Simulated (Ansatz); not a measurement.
**AlH7O4Si: one species, many methods**

One table from this session's results is given with a row withheld; the runs are named, their logs left out.

Computed with Ansatz 0.2.0, Gaussian basis. Level: functionals in def2-TZVPP, the program's frozen cores in correlated methods.

Levels to be run: LDA (SPW92), PBE-D4, revPBE-D4, BLYP-D4, r2SCAN-D4, B97M-V, PBE0-D4, B3LYP-D4, r2SCANh-D4, r2SCAN0-D4, HSE06-D4, BHLYP-D4, CAM-B3LYP-D4, LC-ωPBE, ωB97X-V, ωB97M-V, B2PLYP, PBE-QIDH; CCSD(T)/def2-SVP; CCSD(T)/def2-TZVPP; MP2/def2-QZVPP; extrapolation to the limit; RPA on PBE.

## Structure used throughout

The geometry comes from an earlier relaxation with PBE0-D4 in a triple-zeta def2 set; it is a stationary point, not always the lowest conformer.

13 atoms, charge 0, spin multiplicity 1.

Atoms are counted from 1 here; the program's logs count them from 0.

Bond lengths: O1–Al2 1.782 Å, O1–H7 0.957 Å, Al2–O3 1.702 Å, Al2–O4 1.705 Å, Al2–O5 1.859 Å, O3–H8 0.954 Å, O4–H9 0.954 Å, O5–Si6 1.758 Å, O5–H10 0.958 Å, Si6–H11 1.478 Å, Si6–H12 1.483 Å, Si6–H13 1.511 Å. Angles: Al2–O1–H7 121.6°, O1–Al2–O3 119.6°, O1–Al2–O4 109.1°, O1–Al2–O5 79.1°, O3–Al2–O4 122.2°, O3–Al2–O5 103.9°, O4–Al2–O5 114.7°, Al2–O3–H8 124.2°, Al2–O4–H9 123.3°, Al2–O5–Si6 108.4°, Al2–O5–H10 133.3°, Si6–O5–H10 117.3°, O5–Si6–H11 117.4°, O5–Si6–H12 118.4°, O5–Si6–H13 92.0°, H11–Si6–H12 117.9°, H11–Si6–H13 102.0°, H12–Si6–H13 101.2°.

Set-up of the first run:

in.yaml reads:

```yaml
crystal:
  periodic: [false, false, false]
  atoms:
    - {symbol: O, position_ang: [-0.809925, -0.244048, -0.987390]}
    - {symbol: Al, position_ang: [-0.171013, -0.954609, 0.516318]}
    - {symbol: O, position_ang: [1.015766, -2.171936, 0.432901]}
    - {symbol: O, position_ang: [-1.403608, -0.968446, 1.693896]}
    - {symbol: O, position_ang: [0.804860, 0.625339, 0.430582]}
    - {symbol: Si, position_ang: [0.285561, 1.520875, -0.990627]}
    - {symbol: H, position_ang: [-1.750120, -0.136488, -1.131795]}
    - {symbol: H, position_ang: [0.847786, -3.095879, 0.598458]}
    - {symbol: H, position_ang: [-1.359210, -1.489872, 2.491555]}
    - {symbol: H, position_ang: [1.582231, 0.943512, 0.891361]}
    - {symbol: H, position_ang: [0.793534, 1.067839, -2.302935]}
    - {symbol: H, position_ang: [-1.032167, 2.200866, -0.954625]}
    - {symbol: H, position_ang: [1.216605, 2.668151, -0.672799]}
basis:
  gaussian: {orbitals: def2-TZVPP}
hamiltonian: {xc: lda}
output: {orbitals: {seedname: orbitals}}
```

The run is started by

```bash
$ ansatz run in.yaml --threads 4 --pin off --events-out ev --progress --plain --max-ram 11315MiB
```

Among the steps run: LDA; PBE-D4 (GGA); revPBE-D4 (GGA); BLYP-D4 (GGA); r2SCAN-D4 (meta-GGA); B97M-V (meta-GGA); PBE0-D4 (hybrid); B3LYP-D4 (hybrid); r2SCANh-D4 (hybrid); r2SCAN0-D4 (hybrid); HSE06-D4 (hybrid); BHLYP-D4 (hybrid); CAM-B3LYP-D4 (range-separated); LC-ωPBE (range-separated); ωB97X-V (range-separated); ωB97M-V (range-separated); B2PLYP (double hybrid); PBE-QIDH (double hybrid).

One of the session's tables, all rows but one given; the rest of the session is left out.

It belongs to the step «Orbital energies across the functionals». 

| functional | HOMO (eV) | gap (eV) |
| --- | --- | --- |
| LDA (SPW92) | -6.76 | 5.48 |
| PBE-D4 | -6.68 | 5.61 |
| revPBE-D4 | ? | ? |
| BLYP-D4 | -6.60 | 5.57 |
| r2SCAN-D4 | -7.01 | 6.47 |
| B97M-V | -7.11 | 6.20 |
| PBE0-D4 | -8.07 | 7.88 |
| B3LYP-D4 | -7.90 | 7.39 |
| r2SCANh-D4 | -7.53 | 7.26 |
| r2SCAN0-D4 | -8.29 | 8.42 |
| HSE06-D4 | -7.67 | 7.10 |
| BHLYP-D4 | -9.41 | 9.94 |
| CAM-B3LYP-D4 | -9.51 | 10.15 |
| LC-ωPBE | -10.83 | 12.77 |
| ωB97X-V | -10.51 | 12.23 |
| ωB97M-V | -10.35 | 11.67 |

**Question.** Estimate the row for revPBE-D4.

**Answer.** HOMO (eV): -6.63; gap (eV): 5.67. In the column «HOMO (eV)» it lies between PBE-D4 (-6.68) and BLYP-D4 (-6.60).
